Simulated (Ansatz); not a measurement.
# BH6NOSi: one species, many methods

How much do the methods differ for BH6NOSi? The plan is to run it at one geometry with functionals of several rungs and with coupled cluster. The yardstick is the atomisation energy at the CCSD(T) limit.

Method: functionals in def2-TZVPP, the program's frozen cores in correlated methods; program: Ansatz 0.2.0, Gaussian basis.

The runs, in order: LDA (SPW92), PBE-D4, revPBE-D4, BLYP-D4, r2SCAN-D4, B97M-V, PBE0-D4, B3LYP-D4, r2SCANh-D4, r2SCAN0-D4, HSE06-D4, BHLYP-D4, CAM-B3LYP-D4, LC-ωPBE, ωB97X-V, ωB97M-V, B2PLYP, PBE-QIDH; CCSD(T)/def2-SVP; CCSD(T)/def2-TZVPP; MP2/def2-QZVPP; extrapolation to the limit; RPA on PBE.

## 1. Structure used throughout

All runs share one geometry, relaxed beforehand with PBE0-D4 in a triple-zeta def2 set.

SMILES `OBN[SiH3]`, 10 atoms, charge 0, spin multiplicity 1.

Atoms are counted from 1 here; the program's logs count them from 0.

Bond lengths: O1–B2 1.369 Å, O1–H5 0.957 Å, B2–N3 1.410 Å, B2–H6 1.201 Å, N3–Si4 1.742 Å, N3–H7 1.007 Å, Si4–H8 1.485 Å, Si4–H9 1.484 Å, Si4–H10 1.487 Å. Angles: B2–O1–H5 113.4°, O1–B2–N3 117.2°, O1–B2–H6 121.4°, N3–B2–H6 121.4°, B2–N3–Si4 125.7°, B2–N3–H7 116.9°, Si4–N3–H7 117.3°, N3–Si4–H8 111.7°, N3–Si4–H9 111.6°, N3–Si4–H10 106.6°, H8–Si4–H9 108.6°, H8–Si4–H10 109.1°, H9–Si4–H10 109.2°.

## 2. LDA

This LDA is Slater exchange with PW92 correlation.

File in.yaml:

```yaml
crystal:
  periodic: [false, false, false]
  atoms:
    - {symbol: O, position_ang: [-1.328429, 0.930426, -0.768659]}
    - {symbol: B, position_ang: [0.027423, 1.111190, -0.719182]}
    - {symbol: N, position_ang: [0.779844, 0.154263, -0.008252]}
    - {symbol: Si, position_ang: [0.135864, -1.239510, 0.813682]}
    - {symbol: H, position_ang: [-1.785392, 1.610430, -1.263621]}
    - {symbol: H, position_ang: [0.554125, 2.046807, -1.258341]}
    - {symbol: H, position_ang: [1.776751, 0.291147, 0.025279]}
    - {symbol: H, position_ang: [-0.555059, -2.158944, -0.125086]}
    - {symbol: H, position_ang: [-0.816311, -0.851867, 1.884550]}
    - {symbol: H, position_ang: [1.294185, -1.945146, 1.422630]}
basis:
  gaussian: {orbitals: def2-TZVPP}
hamiltonian: {xc: lda}
output: {orbitals: {seedname: orbitals}}
```

On the command line:

```console
ansatz run in.yaml --threads 2 --pin off --events-out ev --progress --plain --max-ram 4352MiB
```

After this run come: PBE-D4 (GGA); revPBE-D4 (GGA); BLYP-D4 (GGA); r2SCAN-D4 (meta-GGA); B97M-V (meta-GGA); B3LYP-D4 (hybrid); r2SCANh-D4 (hybrid); r2SCAN0-D4 (hybrid); HSE06-D4 (hybrid); BHLYP-D4 (hybrid); CAM-B3LYP-D4 (range-separated); LC-ωPBE (range-separated); ωB97X-V (range-separated); ωB97M-V (range-separated); B2PLYP (double hybrid); PBE-QIDH (double hybrid); CCSD(T) in def2-SVP; CCSD(T) in def2-TZVPP; MP2 in def2-QZVPP; RPA on PBE orbitals.

Q: Predict the results of all the runs planned. Wanted: atomisation energy, CCSD(T)/CBS; farthest beyond LDA; mean size of error, GGA; mean size of error, meta-GGA; mean size of error, hybrid; mean size of error, range-separated; mean size of error, double hybrid; gap, smallest and largest; T1 diagnostic.

The runs gave:

| quantity | value |
| --- | --- |
| atomisation energy, CCSD(T)/CBS | 3634.8 kJ/mol |
| functionals within 18.2 kJ/mol (0.5 %) | BLYP-D4, r2SCAN-D4, B97M-V, B3LYP-D4, ωB97X-V |
| farthest beyond LDA | BHLYP-D4 (-76.6 kJ/mol) |
| mean size of error, GGA | 28.7 kJ/mol |
| mean size of error, meta-GGA | 3.7 kJ/mol |
| mean size of error, hybrid | 35.6 kJ/mol |
| mean size of error, range-separated | 23.0 kJ/mol |
| mean size of error, double hybrid | 35.9 kJ/mol |
| gap, smallest and largest | 6.12 eV (BLYP-D4), 13.23 eV (LC-ωPBE) |
| T1 diagnostic | 0.0121 |
| triples share of the correlation energy | 3.4 % |

**Reading.** LDA overbinds by 469.4 kJ/mol (13 %). PBE-D4 misses by +28.8 kJ/mol. Double hybrids carry the basis error of their MP2 part in triple zeta, and no dispersion term here, so their miss is partly the set-up's. Taken by rung, meta-GGA functionals do best (3.7 kJ/mol on average) and double hybrid ones worst beyond LDA (35.9 kJ/mol). Misses under about 18.2 kJ/mol are within the doubt on the reference itself, which lacks core-valence correlation, relativity and higher excitations. Hartree-Fock recovers 74 % of the binding; the rest is correlation. CCSD(T) in def2-SVP is off by -221.3 kJ/mol, so the small basis spoils what the method gains. The gap grows from 6.1 to 13.2 eV across the functionals, mostly with the share of exact exchange.
